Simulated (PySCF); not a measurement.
**C₂H₅BrOSi: electronic excitations and core binding energies**

Wanted: the electronic excitations and core binding energies of C₂H₅BrOSi (`[SiH3]O/C=C\Br`), by calculation.

Computed with PySCF 2.14.0, with density-fitted response routines of our own, on a single molecule in the gas phase. Atoms are numbered from 0 throughout.

## Step 1: The molecule as given

10 atoms, charge 0, multiplicity 1; geometry from: GFN2-xTB.

Bonds of the start (Å): Si0–O1 1.64, O1–C2 1.32, C2–C3 1.33, C3–Br4 1.89, Si0–H5 1.46, Si0–H6 1.46, Si0–H7 1.46, C2–H8 1.09, C3–H9 1.07.

## Step 2: TDDFT and polarisability: B3LYP/def2-SVPD

What the job is given:

```
{"job": {"kind": "uv", "xc": "B3LYP", "basis": "def2-SVPD", "nstates": 8, "ntriplets": 3}, "charge": 0, "multiplicity": 1}
Si     1.618031    -0.350405    -0.048610
O      0.101032    -0.971772     0.031312
C     -1.142550    -0.521080     0.063320
C     -1.594502     0.726029     0.027905
Br    -0.498252     2.258819    -0.082663
H      2.324910    -1.622376    -0.022618
H      1.821274     0.381334    -1.295430
H      1.899397     0.477095     1.120238
H     -1.875044    -1.323081     0.127410
H     -2.645414     0.950092     0.056608
```

With the program's defaults for keys left out, this is: TDDFT B3LYP/def2-SVPD, vertical, gas phase, core orbitals frozen in the response.

Launch:

```bash
OMP_NUM_THREADS=1 python probes_run.py task.json out
```

One launch serves the whole session: the jobs run in the order shown.

**Question.** This job is followed by: delta-SCF UKS SCAN, pcX-2 on the ionised atom, pcseg-1 elsewhere, spin-free X2C. Predict these results of the whole session: lowest singlet (B3LYP/def2-SVPD); brightest single state of those computed; lowest triplet; C1s binding energies, SCAN/pcX-2; Si1s binding energies, SCAN/pcX-2; Si2p binding energies, SCAN/pcX-2; O1s binding energies, SCAN/pcX-2.

The runs gave:

```
                                quantity                        value
        lowest singlet (B3LYP/def2-SVPD)  5.13 eV (242 nm), f = 0.000
brightest single state of those computed  state 3, 6.09 eV, f = 0.152
                          lowest triplet                      4.18 eV
        C1s binding energies, SCAN/pcX-2      C2 292.43, C3 291.20 eV
       Si1s binding energies, SCAN/pcX-2               Si0 1847.39 eV
       Si2p binding energies, SCAN/pcX-2                Si0 107.73 eV
        O1s binding energies, SCAN/pcX-2                 O1 538.87 eV
```

In words: The lowest singlet, at 5.13 eV, is HOMO→LUMO 0.98 and is dark; of the 8 states computed, the strongest absorption comes from state 3 at 6.09 eV. The lowest triplet lies 0.95 eV below the lowest singlet (triplets in Tamm-Dancoff, singlets in full TDDFT). The C1s levels kept as sound span 1.23 eV, from C3 (β carbon of an enol-ether or enamine type C=C) up to C2 (alkene carbon bearing oxygen).
